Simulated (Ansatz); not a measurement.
## GeCN2 in Ansatz: the effect of functional

GeCN2:

```
CELL_PARAMETERS angstrom
1.76955 1.02165 4.85544
-1.76955 1.02165 4.85544
0.00000 -2.04330 4.85544
ATOMIC_POSITIONS crystal
Ge 0.00000 0.00000 0.00000
N 0.58390 0.58390 0.58390
N 0.41610 0.41610 0.41610
C 0.50000 0.50000 0.50000
```

The cell comes from a database or a generator and needn't be the stable form of this composition.

The cell isn't the ideal one: volume scaled by 0.96.

Alike in all runs:

- Program: Ansatz 0.2.0
- Task: single point
- Potentials or basis: Ansatz PAW
- k mesh: 9 × 9 × 9
- Occupations: fermi-dirac, width 0.05 eV
- Spin: no spin polarisation

```csv
functional,cutoff,gap on the mesh (eV),pressure (GPa),largest force (eV/Å)
LDA,420 eV (not typed: the program's choice for these potentials),?,?,?
PBEsol,420 eV (not typed: the program's choice for these potentials),0.90,2.3,1.29
r2SCAN,500 eV (not typed: the program's choice for these potentials),1.10,2.4,0.70
```

Problem. What does the run with functional LDA give?

Solution. gap on the mesh 0.88 eV; pressure -1.3 GPa; largest force 0.88 eV/Å.

Caveats: odd divisions of the mesh miss points on the zone boundary, where band edges often lie, so the gap on the mesh can be too wide; the PAW data sets come from PBE, with cores solved anew for the run's functional, which leaves a small shift of forces and pressure; forces of over 1 eV/Å show positions far from the minimum, so gaps and moduli don't describe the material at rest (some runs).

A k mesh can miss the band edges.
